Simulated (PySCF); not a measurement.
# B3H12Pb (Pb(BH4)3-): the cost of one run

Computed with PySCF 2.14.0. Level: PBE, Pb def2-SVP with ECP60, B def2-SVP, H def2-SVP; scalar-relativistic core potentials, no spin–orbit coupling.

1 further run of the same task is left out (for a known fault of the program).

## Step 1: Starting geometry

16 atoms, charge -1, spin multiplicity 1.

Bond lengths: Pb1–B2 2.667 Å, Pb1–H5 2.246 Å, Pb1–B7 2.667 Å, Pb1–H10 2.246 Å, Pb1–B12 2.667 Å, Pb1–H15 2.246 Å, B2–H3 1.234 Å, B2–H4 1.244 Å, B2–H5 1.280 Å, B2–H6 1.246 Å, B7–H8 1.234 Å, B7–H9 1.244 Å, B7–H10 1.280 Å, B7–H11 1.246 Å, B12–H13 1.234 Å, B12–H14 1.244 Å, B12–H15 1.280 Å, B12–H16 1.246 Å. Angles: B2–Pb1–H5 28.6°, B2–Pb1–B7 112.1°, B2–Pb1–H10 93.5°, B2–Pb1–B12 112.1°, B2–Pb1–H15 102.3°, H5–Pb1–B7 102.3°, H5–Pb1–H10 76.2°, H5–Pb1–B12 93.5°, H5–Pb1–H15 76.2°, B7–Pb1–H10 28.6°, B7–Pb1–B12 112.1°, B7–Pb1–H15 93.5°, H10–Pb1–B12 102.3°, H10–Pb1–H15 76.2°, B12–Pb1–H15 28.6°, Pb1–B2–H3 159.3°, Pb1–B2–H4 80.8°, Pb1–B2–H5 57.1° and more.

Coordinates:

| atom | x (Å) | y (Å) | z (Å) |
| --- | --- | --- | --- |
| Pb1 | 0.0000 | 0.0000 | 0.1172 |
| B2 | 2.5550 | 0.0160 | -0.6477 |
| H3 | 3.5361 | 0.0245 | -1.3965 |
| H4 | 2.6022 | -0.9069 | 0.1845 |
| H5 | 1.5882 | -0.1978 | -1.4590 |
| H6 | 2.4044 | 1.1220 | -0.0936 |
| B7 | -1.2913 | 2.2047 | -0.6477 |
| H8 | -1.7892 | 3.0501 | -1.3965 |
| H9 | -0.5157 | 2.7070 | 0.1845 |
| H10 | -0.6228 | 1.4744 | -1.4590 |
| H11 | -2.1739 | 1.5212 | -0.0936 |
| B12 | -1.2637 | -2.2207 | -0.6477 |
| H13 | -1.7469 | -3.0746 | -1.3965 |
| H14 | -2.0865 | -1.8001 | 0.1845 |
| H15 | -0.9654 | -1.2766 | -1.4590 |
| H16 | -0.2305 | -2.6433 | -0.0936 |

Formal oxidation states: Pb +2. An earlier session relaxed this geometry at PBE, Pb def2-SVP with ECP60, B def2-SVP, H def2-SVP (singlet, point group C3).

Its energy there is -274.456239 Eh.

## Step 2: Atoms moved at random, σ = 0.15 Å

run.py (the lines that set the calculation)

```python
mol = gto.M(atom='''
Pb    -0.03977     0.12721    -0.15328
B      2.42536    -0.10957    -0.53788
H      3.78187     0.20477    -1.27612
H      2.67332    -1.00514     0.09059
H      1.45735    -0.36935    -1.54093
H      2.32622     0.98326    -0.11424
B     -1.10414     2.22866    -0.58613
H     -2.02100     3.36606    -1.28509
H     -0.32399     2.77729    -0.03566
H     -0.80479     1.66001    -1.56608
H     -2.21530     1.37025     0.02041
B     -1.27717    -2.18054    -0.51504
H     -1.81010    -3.34208    -1.29149
H     -1.89458    -1.69553     0.18676
H     -0.98807    -1.40926    -1.32382
H     -0.18527    -2.60601    -0.19167''',
    basis={'Pb': 'def2-SVP', 'B': 'def2-SVP', 'H': 'def2-SVP'},
    ecp={'Pb': 'def2-SVP'},
    charge=-1, spin=0)
mf = dft.RKS(mol, xc='PBE')
mf.grids.atom_grid = (50, 194)
mf = mf.density_fit()  # fitting sets: Pb def2-universal-JKFIT, B def2-universal-JKFIT, H def2-universal-JKFIT
mf.conv_tol = 1e-08; mf.max_cycle = 55
mf.kernel(dm0)  # dm0: the density of the relaxed state
```

Run with:

```
OMP_NUM_THREADS=2 python run.py
```

**Question.** How long does this run take on 2 threads of Arm Neoverse V2, shared host?

About 6.7 s.
